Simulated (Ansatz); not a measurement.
# C₂H₂BrF: basis-set convergence

Aim: see how fast density functionals converge with the basis set for C₂H₂BrF.

Computed with Ansatz 0.2.0, Gaussian basis. Level: one geometry, several basis sets.

The runs, in order: PBE0-D4/def2-SVP; ωB97M-V/def2-SVP; PBE0-D4/def2-QZVPP; the functionals' def2-TZVPP values are taken from earlier runs.

### 1 Structure used throughout

All runs share one geometry, relaxed beforehand with PBE0-D4 in a triple-zeta def2 set.

SMILES `C=C(F)Br`, 6 atoms, charge 0, spin multiplicity 1.

Atoms are counted from 1 here; the program's logs count them from 0.

Bond lengths: C1–C2 1.317 Å, C1–H5 1.082 Å, C1–H6 1.078 Å, C2–F3 1.324 Å, C2–Br4 1.874 Å. Angles: C2–C1–H5 119.4°, C2–C1–H6 120.6°, H5–C1–H6 120.0°, C1–C2–F3 122.8°, C1–C2–Br4 125.2°, F3–C2–Br4 112.0°.

As a file:

```mol
C2H2BrF
  3D, bonds by distance, orders not assigned

  6  5  0  0  0  0  0  0  0  0999 V2000
    0.6111    0.1532    0.4592 C   0  0
   -0.4662   -0.0428   -0.2730 C   0  0
   -1.5842    0.6450   -0.1033 F   0  0
   -0.6176   -1.2975   -1.6559 Br  0  0
    0.5953    0.9060    1.2367 H   0  0
    1.5037   -0.4279    0.2903 H   0  0
  1  2  8  0
  2  3  8  0
  2  4  8  0
  1  5  8  0
  1  6  8  0
M  END
```

### 2 PBE0-D4 in def2-SVP

Contents of in.yaml:

```yaml
crystal:
  periodic: [false, false, false]
  atoms:
    - {symbol: C, position_ang: [0.611056, 0.153237, 0.459182]}
    - {symbol: C, position_ang: [-0.466170, -0.042750, -0.272967]}
    - {symbol: F, position_ang: [-1.584204, 0.644970, -0.103326]}
    - {symbol: Br, position_ang: [-0.617584, -1.297523, -1.655944]}
    - {symbol: H, position_ang: [0.595286, 0.906001, 1.236686]}
    - {symbol: H, position_ang: [1.503714, -0.427936, 0.290267]}
basis:
  gaussian: {orbitals: def2-SVP}
hamiltonian: {xc: pbe0, dispersion: d4}
output: {orbitals: {seedname: orbitals}}
```

On the command line:

```
$ ansatz run in.yaml --threads 2 --pin off --events-out ev --progress --plain --max-ram 32768MiB --backend cpu
```

The runs that follow: ωB97M-V in def2-SVP; PBE0-D4 in def2-QZVPP.

**Question.** What will the summary of the whole plan be? Wanted: PBE0-D4: double and triple zeta above quadruple.

**Answer**, as computed:

| quantity | value |
| --- | --- |
| PBE0-D4: double and triple zeta above quadruple | 15.89, 1.68 eV |

What this shows: PBE0-D4 gains 14.21 eV from double to triple zeta, then 1.68 eV more. These are total energies; as a rule much of such shifts cancels in differences, which this series doesn't test.
